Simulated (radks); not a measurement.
# Ru³⁺ in [Ar] 3d10 4s2 4p4 4d5 5p2: an all-electron calculation

The task here is to estimate one member of a computed series from the others.

Program: radks (a radial shooting solver on a logarithmic mesh, Libxc functionals) version 1. Level of theory: Dirac Kohn-Sham, SOGGA, spin-unpolarised, spherical densities, point nucleus; open shells fill j = l - 1/2 first. These are calculated values, not measurements, unless marked.

## What is computed

- element: ruthenium (Z = 44)
- charge: +3
- electrons: 41
- configuration: [Ar] 3d10 4s2 4p4 4d5 5p2

The first run:

The run's settings:

```text
Z 44
configuration [Ar] 3d10 4s2 4p4 4d5 5p2
relativity Dirac
functional sogga,pbe
spin unpolarised
j_filling energy
nucleus point
c 137.035999084
```

Launch:

```
$ python run_ks.py task.json out
```

This one command runs every case of the session in turn.

Among the steps run: Self-consistent calculation.

One of the session's tables, all rows but one given; the rest of the session is left out.

It belongs to the step «Shells». From the orbitals of this run (lengths in bohr):

| level | <r> | outermost maximum (interpolated) | 90 % within | nodes |
| --- | --- | --- | --- | --- |
| 1s1/2 | 0.03345 | 0.0217 | 0.0600 | 0 |
| 2s1/2 | 0.1454 | 0.123 | 0.225 | 1 |
| 2p1/2 | 0.1236 | 0.0955 | 0.202 | 0 |
| 2p3/2 | 0.1284 | 0.0995 | 0.209 | 0 |
| 3s1/2 | 0.4024 | 0.362 | 0.594 | 2 |
| 3p1/2 | 0.3955 | 0.349 | 0.597 | 1 |
| 3p3/2 | 0.4061 | 0.358 | 0.612 | 1 |
| 3d3/2 | 0.3815 | 0.299 | 0.607 | 0 |
| 3d5/2 | 0.3850 | 0.302 | 0.612 | 0 |
| 4s1/2 | 0.9920 | 0.905 | 1.43 | 3 |
| 4p1/2 | 1.060 | 0.949 | 1.55 | 2 |
| 4p3/2 | 1.085 | 0.972 | 1.59 | 2 |
| 4d3/2 | 1.317 | 1.11 | 2.01 | 1 |
| 4d5/2 | 1.327 | 1.12 | 2.02 | 1 |
| 5p1/2 | 2.660 | 2.44 | 3.81 | 3 |
| 5p3/2 | ? | ? | ? | ? |

Estimate the missing values for 5p3/2.

As computed: <r>: 2.712; outermost maximum (interpolated): 2.49; 90 % within: 3.88; nodes: 3. In the column «<r>» it is the highest.
